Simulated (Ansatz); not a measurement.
# InSe: the cost of one run

Computed with Ansatz 0.2.0 (DFT PBE+D3(BJ), scalar-relativistic, plane waves, PAW, unless a step's input says otherwise).

3 further runs of the same task are left out: 1 that didn't finish, 2 set aside as unsound or not needed.

## 1. The structure to begin with

It takes space group P6_3/mmc (No. 194, hexagonal). Conventional cell: a = 4.032 Å, b = 4.032 Å, c = 16.762 Å, α = 90.00°, β = 90.00°, γ = 120.00°. In (site symmetry 3m) has 3 Se at 2.66 Å and 1 In at 2.79 Å in its first shell of neighbours. Around Se (site symmetry 3m) lie 3 In at 2.66 Å.

Structure file:

```cif
data_structure
_symmetry_space_group_name_H-M 'P 1'
_symmetry_Int_Tables_number 1
_cell_length_a 4.0318
_cell_length_b 4.0318
_cell_length_c 16.7624
_cell_angle_alpha 90.000
_cell_angle_beta 90.000
_cell_angle_gamma 120.000
_cell_volume 235.97
loop_
_atom_site_label
_atom_site_type_symbol
_atom_site_fract_x
_atom_site_fract_y
_atom_site_fract_z
_atom_site_occupancy
In1 In 0.33333 0.66667 0.16666 1
In2 In 0.66667 0.33333 0.66666 1
In3 In 0.33333 0.66667 0.33334 1
In4 In 0.66667 0.33333 0.83334 1
Se1 Se 0.33333 0.66667 0.58987 1
Se2 Se 0.66667 0.33333 0.08987 1
Se3 Se 0.33333 0.66667 0.91013 1
Se4 Se 0.66667 0.33333 0.41013 1
```

It is the result of an earlier relaxation at this level (volume 29.50 Å³/atom; gap on the mesh: 0.37 eV).

## 2. Band edges over the zone of the host

input.yaml

```yaml
crystal:
  lattice:
    - [4.0317714915, 0.0, 0.0]
    - [-2.0158857457, 3.4916165339, 0.0]
    - [0.0, 0.0, 16.7623717686]
  atoms:
    - { symbol: In, position: [0.3333333333, 0.6666666667, 0.1666581961] }
    - { symbol: In, position: [0.6666666667, 0.3333333333, 0.6666581961] }
    - { symbol: In, position: [0.3333333333, 0.6666666667, 0.3333418039] }
    - { symbol: In, position: [0.6666666667, 0.3333333333, 0.8333418039] }
    - { symbol: Se, position: [0.3333333333, 0.6666666667, 0.5898711358] }
    - { symbol: Se, position: [0.6666666667, 0.3333333333, 0.0898711358] }
    - { symbol: Se, position: [0.3333333333, 0.6666666667, 0.9101288642] }
    - { symbol: Se, position: [0.6666666667, 0.3333333333, 0.4101288642] }
basis:
  ecutwfc: 420
  xc_grid: 2
kpoints:
  mp_grid: { grid: [12, 12, 2] }
  band_path: { path: [VBM, CBM], npoints: 2 }
hamiltonian:
  xc: pbe
  dispersion: d3bj
scf:
  occupations: { method: gaussian, width: 0.02 }
output:
  forces: true
  stress: true
  eigenvalues: true
```

On the command line:

```bash
> ansatz run input.yaml --threads 4 --pin off --max-ram 10240MiB --backend cpu --events-out ev --progress --plain --runs-dir out
```

What time and memory should one allow on 4 threads of Intel Xeon Platinum 8488C (Sapphire Rapids), shared host?

About 17 s, with a peak of 0.97 GiB.
